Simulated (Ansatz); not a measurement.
Task: a single point of MgAl2Ge2, space group P-3m1, with Ansatz's Python interface. Give the script and its output. Use: LDA, PAW, cutoff 639 eV, 4×4×2 k-points, Fermi-Dirac smearing of 0.15 eV.

The script reads `mgal2ge2.vasp`:
```text
MgAl2Ge2
1.0
   4.09355630    0.00000000    0.00000000
  -2.04677815    3.54512375    0.00000000
   0.00000000    0.00000000    6.75411860
Mg Al Ge
1 2 2
Direct
   0.00000000    0.00000000    0.00000000
   0.66666667    0.33333333    0.36758776
   0.33333333    0.66666667    0.63241224
   0.66666667    0.33333333    0.75695078
   0.33333333    0.66666667    0.24304922
```

The script, `scf_mgal2ge2.py`:
```python
"""SCF run for MgAl2Ge2."""

from collections import Counter
import warnings

import ansatz as az
from ase.io import read
import numpy as np


def main() -> None:
    warnings.simplefilter("ignore", az.DeckWarning)

    atoms = read("mgal2ge2.vasp", format="vasp")
    xtal = az.Crystal.from_ase(atoms)

    # the calculation
    setup = (
        xtal.calculation()
        .accuracy("high")
        .basis(47 * az.Ry)
        .functional(az.Functional.LDA)
        .occupations(az.OccupationsMethod.FERMI_DIRAC, width=0.15)
        .kpoints(4, 4, 2)
        .density()
    )
    out = setup.run(threads=1, backend="cpu")
    report = out.report

    print("%-22s %14.5f eV" % ("F = E - TS", report["free_energy_ev"]))
    print("%-22s %14.5f eV" % ("E", report["internal_energy_ev"]))
    print("%-22s %14.5f eV" % ("Harris-Foulkes", report["harris_foulkes_ev"]))
    print("%-22s %14.5f eV" % ("Fermi level", report["fermi_energy_ev"]))

    rho = out.density()
    total = sum(ch.density_e_per_ang3 for ch in rho.channels[:2]) if len(rho.channels) < 3 else rho.channels[0].density_e_per_ang3
    print("grid", rho.dims, "electrons", round(float(total.mean() * rho.cell_volume_ang3), 4))
    profile = total.mean(axis=(0, 2))
    print("planar average along grid axis 1 (e/A^3):")
    print(np.array2string(profile[:: max(len(profile) // 16, 1)], precision=4))

    told = Counter((n["data"]["severity"], n["data"]["kind"]) for n in out.notices if n["event"] == "notice")
    for (severity, kind), count in sorted(told.items()):
        print(f"{severity:8s} {kind} x{count}")


if __name__ == "__main__":
    main()
```

```console
$ python scf_mgal2ge2.py
F = E - TS               -11359.18745 eV
E                        -11359.08054 eV
Harris-Foulkes           -11359.18745 eV
Fermi level                   7.81499 eV
grid (40, 40, 64) electrons 44.0
planar average along grid axis 1 (e/A^3):
[0.5836 0.4874 0.3076 0.211  0.2417 0.4155 0.6956 0.7733 0.5534 0.3589
 0.3055 0.3589 0.5534 0.7733 0.6956 0.4155 0.2417 0.211  0.3076 0.4874]
audit    band_cg_iterations x1
audit    preconditioner_resolved x1
```

Reading the output:
- These settings explore the input space; cutoff and mesh may be short of convergence.
- For a metal this k-point mesh is coarse: on a finer one energies can move by several to tens of meV an atom and pressures by half a GPa or more, differences at one mesh by less.
- Only differences from the Fermi energy are physical; the zero of the scale is a convention.
- A Fermi-Dirac width this large means warm electrons, whose thermal share enters the free energy.
- The fields are valence quantities on the plane-wave grid; their values near the nuclei depend on the potentials.
- This cell is a computed structure, which may not be the phase found in nature.

(Lines on the test bed's own set-up are left out of the output.)
